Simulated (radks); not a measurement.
**A spherical quantum dot from 14 to 24 electrons**

Aim: add electrons one at a time to a hard-walled sphere of radius 3.39 bohr*, try the lowest free levels for each, keep the configuration of least energy, and see where shells close.

Program: radks, version 2. Model: non-relativistic spin-polarised Kohn-Sham, LDA (Slater exchange, Perdew-Wang correlation), spherically averaged shells. All values are calculated.

## 1. What is given

| Quantity | Value |
| --- | --- |
| well | a hard-walled sphere of radius 3.39 bohr* |
| functional | LDA (Slater exchange, Perdew-Wang correlation) |
| levels | named by radial order: 1s, 1p, 1d, 2s, 1f and so on |
| units | effective atomic units, hartree* and bohr* |
| configuration carried in | 1s2 1p6 1d(up 5, down 0) (N = 13, energy 43.116470) |

Further steps of the session: N = 14; 15 electrons; 16 electrons; 17 electrons; Electron number 18; 19 electrons; N = 20; N = 21; 22 electrons; 23 electrons; N = 24.

What does the calculation give? Wanted: closed shells at N; largest addition energy; most unpaired electrons; polarisability at N = 18; configuration at N = 24.

The runs gave:

| quantity | value |
| --- | --- |
| closed shells at N | 18 |
| largest addition energy | 0.909 hartree* at N = 18 (of N = 14 to 23) |
| most unpaired electrons | 6 at N = 24 |
| polarisability at N = 18 | 17.22 bohr*³ |
| configuration at N = 24 | 1s2 1p6 1d10 1f(up 6, down 0) |

All occupied shells are full at N = 18, and the second difference peaks there. Among the lowest states kept at each count, up to 6 electrons are unpaired (N = 24), since exchange favours parallel spins. Spherical averaging forbids deformation, and the greedy search can miss a lower configuration.
